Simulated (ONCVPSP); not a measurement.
**Germanium: generating and testing an ONCV potential**

Task: generate the file, and judge it by its errors in other configurations, its logarithmic derivatives, its ghosts and its cutoff.

Program: ONCVPSP 4.0.1.1 (patched build). Reference atom: PBE, scalar-relativistic, spherical and spin-unpolarised. All values are calculated.

### Step 1. Settings

The settings as typed:

* element: germanium (Ge, Z = 32)
* type: optimised norm-conserving Vanderbilt (ONCV)
* frozen core: [Ne]
* valence charge: 22
* reference configuration: 3s2 3p6 3d10 4s2 4p2
* partial waves: 3s+4s: rc 1.05 bohr, ncon 4, nbas 8, qcut 11.9 1/bohr, 2 projectors; 3p+4p: rc 1.10 bohr, ncon 4, nbas 8, qcut 9.7 1/bohr, 3 projectors, debl 1.1 Ha; 3d: rc 0.90 bohr, ncon 4, nbas 9, qcut 18.8 1/bohr, 2 projectors, debl 4 Ha
* local potential: polynomial inside 0.55 bohr (lpopt 5, dvloc0 -1 Ha)
* core correction: Teter function, fcfact 3.75, rcfact 1.05

The outer shells as boxes (Hund's rule for the drawing; the calculation is spin-unpolarised):

```
[Ne] core
3s [↑↓]
3p [↑↓][↑↓][↑↓]
3d [↑↓][↑↓][↑↓][↑↓][↑↓]
4s [↑↓]
4p [↑ ][↑ ][  ]
```

An earlier all-electron run gives the scale for the radii.

All-electron outer shells of the reference configuration (PBE, scalar-relativistic, ld1.x):

```tsv
shell	level (eV)	outermost node (bohr)	outermost maximum (bohr)
2s	-1371.79	0.06	0.18
2p	-1198.71	–	0.14
3s	-168.49	0.26	0.54
3p	-115.62	0.23	0.54
3d	-29.31	–	0.50
4s	-11.73	0.77	1.75
4p	-3.90	0.82	2.22
```

### Step 2. Generating the potential

File Ge.dat:

```
# ATOM AND REFERENCE CONFIGURATION
# atsym  z   nc   nv     iexc    psfile
  Ge 32.00    3    5        4      upf
#
#   n    l    f
    1    0    2.00
    2    0    2.00
    2    1    6.00
    3    0    2.00
    3    1    6.00
    3    2   10.00
    4    0    2.00
    4    1    2.00
#
# PSEUDOPOTENTIAL AND OPTIMIZATION
# lmax
    2
#
#   l,   rc,      ep,       ncon, nbas, qcut
    0    1.05    0.00    4    8   11.90
    1    1.10    0.00    4    8    9.70
    2    0.90    0.00    4    9   18.80
#
# LOCAL POTENTIAL
# lloc, lpopt,  rc(5),   dvloc0
    4    5    0.55   -1.00
#
# VANDERBILT-KLEINMAN-BYLANDER PROJECTORs
# l, nproj, debl
    0    2    3.80
    1    3    1.10
    2    2    4.00
#
# MODEL CORE CHARGE
# icmod, fcfact, rcfact
    3    3.75    1.05
#
# LOG DERIVATIVE ANALYSIS
# epsh1, epsh2, depsh
   -8.00    5.00    0.04
#
# OUTPUT GRID
# rlmax, drl
    6.00    0.01
#
# TEST CONFIGURATIONS
# ncnf
    4
# nvcnf
#   n    l    f
    5
    3    0    2.00
    3    1    6.00
    3    2   10.00
    4    0    2.00
    4    1    1.00
#
    5
    3    0    2.00
    3    1    6.00
    3    2   10.00
    4    0    2.00
    4    1    0.00
#
    5
    3    0    2.00
    3    1    6.00
    3    2   10.00
    4    0    1.00
    4    1    0.00
#
    5
    3    0    2.00
    3    1    6.00
    3    2    9.00
    4    0    2.00
    4    1    2.00
#
```

The run is started by

```sh
oncvpsp.x < Ge.dat > Ge.out
```

Q: Predict the outcome of this session. Wanted: cutoffs for 1 and 0.1 mHa per electron, occupied waves; bound ghosts; GHOST(+) flags; largest test error; largest phase difference near zero energy, channels read; rms error of d²Exc/dn², without and with the model core.

**Answer**, as computed:

| quantity | value |
| --- | --- |
| cutoffs for 1 and 0.1 mHa per electron, occupied waves | 132 Ha and 148 Ha |
| bound ghosts | none found |
| GHOST(+) flags | p at 3943 eV |
| largest test error (AE − PS) | +18 meV, for 3s2 3p6 3d9 4s2 4p2 |
| largest phase difference near zero energy, channels read | 0.000 rad |
| rms error of d²Exc/dn², without and with the model core | 2.04 and 1.51 mHa |

The worst unpolarised test, 3s2 3p6 3d9 4s2 4p2, is off by 18 meV on 38.7 eV; by total energies transferability rates as good. By its cutoff, 132 Ha for the looser tolerance, it is very hard. At the looser tolerance the 3d wave is the slowest; 3s needs 50 Ha. The program's ghost test flags no bound state. Near zero energy the phases of the channels with partial waves agree within 0.001 rad. The program also flags highly localised states, GHOST(+) (p).
